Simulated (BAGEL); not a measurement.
# CH3GaOS (SMILES C1[O][GaH][S]1) at HF/6-31G(d) (density fitting with qzvpp-jkfit, spherical functions)

Aim: the vertical singlet–triplet gap of CH3GaOS at HF/6-31G* (density fitting with qzvpp-jkfit, spherical functions), from 2 runs. 

Program for the calculation: BAGEL 1.2.2.

32 further runs of the same task are left out: 1 that didn't finish, 31 set aside as unsound or not needed.

## (1) Starting point

The species is CH3GaOS (7 atoms), meant as a singlet with charge 0. As SMILES, `C1[O][GaH][S]1`. Geometry: a GFN2-xTB relaxation, a rough one for these elements and not checked as a minimum.

Bond lengths: C1–O2 1.393 Å, O2–Ga3 1.814 Å, C1–S4 1.864 Å, Ga3–S4 2.227 Å, C1–H5 1.093 Å, C1–H6 1.092 Å, Ga3–H7 1.552 Å. Some angles: C1–O2–Ga3 98.4°, O2–C1–S4 107.8°, O2–Ga3–S4 81.1°, C1–S4–Ga3 72.7°, O2–C1–H5 111.5°, O2–C1–H6 111.4°, S4–C1–H5 108.1°, S4–C1–H6 108.2°, O2–Ga3–H7 125.2°, S4–Ga3–H7 153.7°.

## (2) The energy at HF/6-31G(d) (density fitting with qzvpp-jkfit, spherical functions)

File input.json:

```json
{ "bagel": [

{
  "title": "molecule",
  "basis": "6-31gs.json",
  "df_basis": "qzvpp-jkfit",
  "angstrom": true,
  "geometry": [
    { "atom": "C", "xyz": [      -0.474710,       0.871300,      -0.024820 ] },
    { "atom": "O", "xyz": [       0.359220,       0.273330,       0.917600 ] },
    { "atom": "Ga", "xyz": [       0.692760,      -1.273530,       0.030880 ] },
    { "atom": "S", "xyz": [      -0.657440,      -0.310010,      -1.454600 ] },
    { "atom": "H", "xyz": [      -0.045860,       1.801290,      -0.405900 ] },
    { "atom": "H", "xyz": [      -1.467990,       1.063240,       0.387140 ] },
    { "atom": "H", "xyz": [       1.594020,      -2.425610,       0.549700 ] }
  ]
},

{ "title": "hf" },

{ "title": "print", "file": "orbitals.molden", "orbitals": true }

]}
```

The basis set 6-31G* is read from a file made from the Basis Set Exchange's data (not shown).

Run with:

```sh
$ BAGEL_NUM_THREADS=1 BAGEL input.json > input.out
```

Output:

```text
* using 1 threads per process

  ===============================================================
  ===============================================================

  *** Geometry ***

  { "atom" : "C", "xyz" : [     -0.897072,      1.646518,     -0.046903 ] },
  { "atom" : "O", "xyz" : [      0.678827,      0.516519,      1.734013 ] },
  { "atom" : "Ga", "xyz" : [      1.309127,     -2.406623,      0.058355 ] },
  { "atom" : "S", "xyz" : [     -1.242382,     -0.585834,     -2.748796 ] },
  { "atom" : "H", "xyz" : [     -0.086663,      3.403945,     -0.767040 ] },
  { "atom" : "H", "xyz" : [     -2.774099,      2.009232,      0.731589 ] },
  { "atom" : "H", "xyz" : [      3.012261,     -4.583739,      1.038782 ] },

  Number of auxiliary basis functions:      600

  Since a DF basis is specified, we compute 2- and 3-index integrals:
    o Being stored without compression. Storage requirement is 0.034 GB

  Number of basis functions:       84
  Number of electrons      :       64

    * METHOD: MOLECULE                             0.31

  *** RHF ***

  === Nuclear Repulsion ===
   344.3601384081

      * DIIS with orbital gradients will be used.

  === RHF iteration (6-31gs.json) ===
      0      -2434.76682732          0.01806557           0.10
      1      -2434.87050794          0.01430325           0.10
      2      -2434.96740732          0.00149257           0.10
      3      -2434.96940681          0.00040895           0.10
      4      -2434.96959091          0.00012220           0.10
      5      -2434.96960540          0.00004757           0.10
      6      -2434.96960732          0.00001846           0.12
      7      -2434.96960783          0.00000446           0.11
      8      -2434.96960786          0.00000224           0.10
      9      -2434.96960786          0.00000080           0.10
     10      -2434.96960786          0.00000036           0.10
     11      -2434.96960786          0.00000012           0.11
     12      -2434.96960786          0.00000005           0.10
     13      -2434.96960786          0.00000002           0.10
     14      -2434.96960786          0.00000001           0.13
    * SCF iteration converged.

    * Permanent dipole moment:
           (   -0.370406,     0.632019,    -0.032550) a.u.

    * METHOD: HF                                   1.81

    * METHOD: PRINT                                0.01

  ===============================================================
```

It took 2.6 s on 1 thread of Intel Xeon 6975P-C (Granite Rapids), shared host; peak memory 0.16 GiB.

## (3) The triplet at the same level

File hf.json:

```json
{ "bagel" : [

{
  "title" : "molecule",
  "basis" : "6-31gs.json",
  "df_basis" : "qzvpp-jkfit",
  "angstrom" : "true",
  "geometry" : [
    { "atom" : "C", "xyz" : [   -0.474710,    0.871300,   -0.024820 ] },
    { "atom" : "O", "xyz" : [    0.359220,    0.273330,    0.917600 ] },
    { "atom" : "Ga", "xyz" : [    0.692760,   -1.273530,    0.030880 ] },
    { "atom" : "S", "xyz" : [   -0.657440,   -0.310010,   -1.454600 ] },
    { "atom" : "H", "xyz" : [   -0.045860,    1.801290,   -0.405900 ] },
    { "atom" : "H", "xyz" : [   -1.467990,    1.063240,    0.387140 ] },
    { "atom" : "H", "xyz" : [    1.594020,   -2.425610,    0.549700 ] }
  ]
},
{ "title" : "uhf", "nopen" : 2 },
{ "title" : "print", "file" : "orbitals.molden", "orbitals" : "true" }

]}
```

The basis set 6-31G* is read from a file made from the Basis Set Exchange's data (not shown).

Run with:

```sh
$ BAGEL_NUM_THREADS=1 BAGEL hf.json > hf.out
```

Output:

```text
* using 1 threads per process

  ===============================================================
  ===============================================================

  *** Geometry ***

  { "atom" : "C", "xyz" : [     -0.897072,      1.646518,     -0.046903 ] },
  { "atom" : "O", "xyz" : [      0.678827,      0.516519,      1.734013 ] },
  { "atom" : "Ga", "xyz" : [      1.309127,     -2.406623,      0.058355 ] },
  { "atom" : "S", "xyz" : [     -1.242382,     -0.585834,     -2.748796 ] },
  { "atom" : "H", "xyz" : [     -0.086663,      3.403945,     -0.767040 ] },
  { "atom" : "H", "xyz" : [     -2.774099,      2.009232,      0.731589 ] },
  { "atom" : "H", "xyz" : [      3.012261,     -4.583739,      1.038782 ] },

  Number of auxiliary basis functions:      600

  Since a DF basis is specified, we compute 2- and 3-index integrals:
    o Being stored without compression. Storage requirement is 0.034 GB

  Number of basis functions:       84
  Number of electrons      :       64

    * METHOD: MOLECULE                             0.35

  *** Open-shell HF ***

  === Nuclear Repulsion ===
   344.3601384081

      * DIIS with orbital gradients will be used.

  === UHF iteration (6-31gs.json) ===
      0      -2434.56195723          0.03618896           0.21
      1      -2434.66227019          0.03139339           0.20
      2      -2434.72007832          0.02407592           0.21
      3      -2434.79790410          0.00164853           0.21
      4      -2434.80233296          0.00101934           0.21
      5      -2434.80409418          0.00070930           0.21
      6      -2434.80665500          0.00061390           0.25
      7      -2434.80871795          0.00041574           0.20
      8      -2434.81048363          0.00023693           0.23
      9      -2434.81059584          0.00017042           0.19
[... 35 lines of this table left out ...]
     45      -2434.81067601          0.00000002           0.25
     46      -2434.81067601          0.00000002           0.20
     47      -2434.81067601          0.00000001           0.20
     48      -2434.81067601          0.00000001           0.21
    * SCF iteration converged.

    * S^2 (UHF) is 2.0268

    * Permanent dipole moment:
           (    0.702261,    -0.704956,     0.691656) a.u.

    * METHOD: UHF                                 10.24

    * METHOD: PRINT                                0.01

  ===============================================================
```

It took 11 s on 1 thread of Intel Xeon 6975P-C (Granite Rapids), shared host; peak memory 0.15 GiB.

## (4) Summary of results

Level: HF/6-31G* (density fitting with qzvpp-jkfit, spherical functions).

| quantity | value |
| --- | --- |
| singlet: total energy | -2434.96961 Eh |
| singlet: dipole moment | 1.86 D |
| singlet: HOMO energy | -9.81 eV |
| singlet: LUMO energy | 1.45 eV |
| singlet: HOMO–LUMO gap | 11.25 eV |
| triplet: total energy | -2434.81068 Eh |
| triplet: dipole moment | 3.08 D |
| triplet: ⟨S²⟩ | 2.027 |
| vertical energy of the triplet above the singlet | 4.325 eV |

In words: At this shape the triplet lies 4.32 eV (417 kJ/mol) above the singlet.
